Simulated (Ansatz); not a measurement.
# AsF+ (sextet): wave-function methods side by side, cc-pVDZ

One table from this session's results is given with a row withheld; the runs are named, their logs left out.

Method: cc-pVDZ, core rule «outside noble gas», up to 15 orbitals frozen; program: Ansatz 0.2.0, Gaussian basis.

Plan: UHF; CCSD(T) on ROHF; CCSD(T) on UHF; BCCD(T) on ROHF; CISD; CCSDT(Q) on ROHF; CCSDT(Q) on UHF; CASSCF and MRCISD+Q, 11 electrons in 8 orbitals; CASSCF and MRCISD+Q(relaxed), 11 electrons in 8 orbitals; CASSCF and NEVPT2, 11 electrons in 8 orbitals.

8 further runs of the same task are left out: 3 that didn't finish, 5 set aside as unsound or not needed.

## The geometry

The geometry is a PBE0/def2-TZVP stationary point (not a proven minimum) of the parent state, kept for this charge and spin. No spin-orbit coupling is included. The filled d shell of As may be among the frozen orbitals whatever the setting's name suggests; the logs give the count.

2 atoms, charge 1, spin multiplicity 6.

Atoms are counted from 1 here; the program's logs count them from 0.

Bond lengths: F1–As2 1.784 Å.

Set-up of the first run:

in.yaml

```yaml
crystal:
  periodic: [false, false, false]
  atoms:
    - {symbol: F, position_ang: [0.000000, 0.000000, 0.000000]}
    - {symbol: As, position_ang: [0.000000, 0.000000, 1.784200]}
basis:
  gaussian: {orbitals: cc-pVDZ}
total_charge: 1
magnetization: {spin_polarized: true, initial_magnetization: 5}
hamiltonian: {xc: hf}
output: {orbitals: {seedname: orbitals}}
```

The run is started by

```bash
ansatz run in.yaml --threads 1 --pin off --events-out ev --progress --plain --max-ram 2393MiB
```

Steps of the session up to this table: UHF; CCSD(T) on ROHF; CCSD(T) on UHF; BCCD(T) on ROHF; CISD; CCSDT(Q) on ROHF; CCSDT(Q) on UHF; CASSCF and MRCISD+Q, 11 electrons in 8 orbitals; CASSCF and MRCISD+Q(relaxed), 11 electrons in 8 orbitals; CASSCF and NEVPT2, 11 electrons in 8 orbitals.

One of the session's tables, all rows but one given; the rest of the session is left out.

```
                   method  from RCCSDT(Q) (kcal/mol)
                     ROHF                    +121.79
                      UHF                    +116.70
                     RMP2                     +12.33
                     UMP2                     +11.81
                    RCCSD                          ?
                    UCCSD                      +0.81
                 RCCSD(T)                      +0.23
                 UCCSD(T)                      -0.59
                  BCCD(T)                      +0.25
                   RCCSDT                      +0.06
                   UCCSDT                      -0.77
                RCCSDT(Q)                          0
                UCCSDT(Q)                      -0.84
           CASSCF valence                    +121.44
           NEVPT2 valence                     +23.50
           MRCISD valence                      +6.58
         MRCISD+Q valence                      +1.34
MRCISD+Q(relaxed) valence                      +0.44
```

**Question.** Estimate the row for RCCSD.

**Answer.** from RCCSDT(Q) (kcal/mol): +1.72. In the column «from RCCSDT(Q) (kcal/mol)» it lies between MRCISD+Q valence (+1.34) and MRCISD valence (+6.58).

Not comparable, so not listed: CISD (they don't share determinant, frozen orbitals or solution with the rows shown, or repeat one).

Limits of these values: Restricted and unrestricted rows rest on different reference determinants; where their highest levels disagree by more than a few hundredths of an eV, they describe different states and don't form one ladder.
